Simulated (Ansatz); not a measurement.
Predict the output of the script below (the Ansatz DFT code, driven from Python).

`x2c_hzn.py`:
```python
"""Scalar relativity in HZn(-)."""

import ansatz as az
import numpy as np

XC = "hf"
NET_CHARGE = -1

system = (
    az.Crystal.molecule()
    .atom("Zn", (0.0, 0.0, 0.0))
    .atom("H", (0.0, 0.0, 1.61))
)

calculation = (
    system.calculation()
    .functional(XC)
    .charge(NET_CHARGE)
    .forces()
)
# a set contracted for a scalar-relativistic Hamiltonian goes with the relativistic run
sets = {"none": "cc-pVTZ", "scalar": "cc-pVTZ-DK"}
found = {kind: calculation.basis(gaussian=basis).pseudopotentials(relativity=kind).run(threads=1, pin="off").report for kind, basis in sets.items()}
for kind, each in found.items():
    dipole = 4.803205 * np.linalg.norm(each["charge_distribution"]["dipole_moment_e_ang"])
    print(f"{kind:7s} E = {each['free_energy_ev']:.4f} eV  dipole {dipole:.3f} D  largest force component {np.abs(each['forces_ev_ang']).max():.4f} eV/A")
print(f"relativity lowers the total energy by {found['none']['free_energy_ev'] - found['scalar']['free_energy_ev']:.3f} eV")
```

```console
$ python x2c_hzn.py
none    E = -48391.7674 eV  dipole 2.447 D  largest force component 1.4286 eV/A
scalar  E = -48838.7561 eV  dipole 2.328 D  largest force component 1.3340 eV/A
relativity lowers the total energy by 446.989 eV
```

What to keep in mind:
- Total energies depend on the basis set; only differences at equal settings carry meaning.
- The geometry is a force-field or estimated start, not a minimum of this method. The basis set changes with the Hamiltonian (a set recontracted for scalar relativity), and most of the change in the total lies in the cores.
- An ion's dipole depends on the origin; the program takes it about the centre of nuclear charge.
- Anions want diffuse functions, which this basis lacks.
- Finished in 3.6 s on 1 thread of Arm Neoverse V2, with other jobs on the host, peak memory 0.19 GiB.
